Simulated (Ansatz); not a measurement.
# Li2HgI4: the cost of one run

Program: Ansatz 0.2.0. Level of theory: DFT PBE, scalar-relativistic, plane waves, PAW, unless a step names another level. These are calculated values, not measurements.

12 further runs of the same task are left out: 1 that didn't finish, 11 set aside as unsound or not needed. Runs told in other sessions of the task aren't counted.

## 1. What the formula suggests

Pauling electronegativities: Li 0.98, Hg 2.00, I 2.66 (spread 1.68). The formula balances with common oxidation states: Hg +2, Li +1, I -1. Tabulated atomic sizes suggest about 32 Å³/atom. 24 candidates were drawn, by swapping species into database cells of other compounds, at random by space group and Wyckoff sites, or by hand, as the table says:

```csv
name,made from,space group no.,Wyckoff sites,atoms (primitive cell),V (Å³/atom)
c01,built by hand: Mn2SnS4 (ordered defect rocksalt),65,"Li 4f; Hg 2a; I 4h, 4i",7,31.5
c02,"elements ordered on the sites of the PbS, Li/Hg/vacancy on Pb",164,"Li 2c; Hg 1b; I 2d, 2d",7,33.1
c03,random,191,Li 2c; Hg 1b; I 4h,7,37.6
c04,random,187,"Li 2g; Hg 1b; I 2h, 1e, 1a",7,39.7
c05,built by hand: defect wurtz-stannite (Li2CdGeS4 minus Ge),31,"Li 4b; Hg 2a; I 2a, 4b, 2a",14,31.5
c06,"elements ordered on the sites of the Zr3N4, Li/Hg on Zr",166,"Li 6c; Hg 3a; I 6c, 6c",7,33.1
c07,database cell of Cu2HgI4,111,Li 2f; Hg 1a; I 4n,7,33.1
c08,built by hand: beta-Ag2HgI4 (defect thiogallate),82,"Li 2b, 2d; Hg 2a; I 8g",7,31.9
c09,built by hand: P-42m defect zincblende (PMCA),111,Li 2f; Hg 1a; I 4n,7,31.5
c10,database cell of Nb2CuSe4,156,"Li 1a, 1c; Hg 1a; I 1a, 1c, 1c, 1a",7,31.5
c11,built by hand: beta-Cu2HgI4 (defect stannite),121,Li 4d; Hg 2a; I 8i,7,31.9
c12,random,191,"Li 2c; Hg 1a; I 3g, 1b",7,36.7
c13,"elements ordered on the sites of the V3Se4, Li/Hg on V",12,"Li 4i; Hg 2a; I 4i, 4i",7,33.1
c14,database cell of Pr2ZnBi4,115,"Li 2g; Hg 1c; I 1b, 1a, 2g",7,35.3
c15,"elements ordered on the sites of the AgI, Li/Hg/vacancy on Ag",38,"Li 4e; Hg 2a; I 4d, 2b, 2b",7,33.1
c16,random,123,"Li 1b, 1c; Hg 1a; I 4l",7,36.0
c17,database cell of K2PtCl4,123,Li 2e; Hg 1a; I 4j,7,32.8
c18,random,191,Li 2c; Hg 1a; I 4h,7,32.4
c19,database cell of Ba2OsO4,139,"Li 4e; Hg 2a; I 4e, 4c",7,29.2
c20,database cell of Li2FeBr4,65,"Li 4f; Hg 2a; I 4h, 4i",7,31.9
c21,random,191,"Li 2d; Hg 1a; I 3f, 1b",7,39.3
c22,random,139,Li 4d; Hg 2a; I 8j,7,40.4
c23,"elements ordered on the sites of the TlF, Li/Hg/vacancy on Tl",47,"Li 1g, 1f; Hg 1d; I 1h, 1e, 1b, 1c",7,33.1
c24,built by hand: ordered inverse spinel (Imma),74,"Li 4e, 4c; Hg 4a; I 8h, 8i",14,31.5
```

## 2. Screening run of c03

Input file input.yaml:

```yaml
crystal:
  lattice:
    - [5.71896735, 0.0, 0.0]
    - [-2.85948367, 4.95277101, 0.0]
    - [0.0, 0.0, 9.28839205]
  atoms:
    - { symbol: Li, position: [0.33333333, 0.66666667, 0.0] }
    - { symbol: Li, position: [0.66666667, 0.33333333, 0.0] }
    - { symbol: Hg, position: [0.0, 0.0, 0.5] }
    - { symbol: I, position: [0.33333333, 0.66666667, 0.35723426] }
    - { symbol: I, position: [0.33333333, 0.66666667, 0.64276574] }
    - { symbol: I, position: [0.66666667, 0.33333333, 0.64276574] }
    - { symbol: I, position: [0.66666667, 0.33333333, 0.35723426] }
basis:
  ecutwfc: 420
kpoints:
  mp_grid: { grid: [3, 3, 2] }
hamiltonian:
  xc: pbe
scf:
  occupations: { method: gaussian, width: 0.15 }
  lower_state_search: "off"
output:
  forces: true
  stress: true
  eigenvalues: true
relax:
  adjacent_minimum: "off"
  f_tol: 0.08
  max_steps: 16
  cell: { stress_tol: 0.8 }
```

Run with:

```sh
> ansatz run input.yaml --threads 1 --pin off --max-ram 2560MiB --backend cpu --events-out ev --progress --plain --runs-dir out
```

What time and memory should one allow on 1 thread of AMD EPYC 9R45 (Zen 5), shared host?

About 26 s, with a peak of 0.6 GiB.
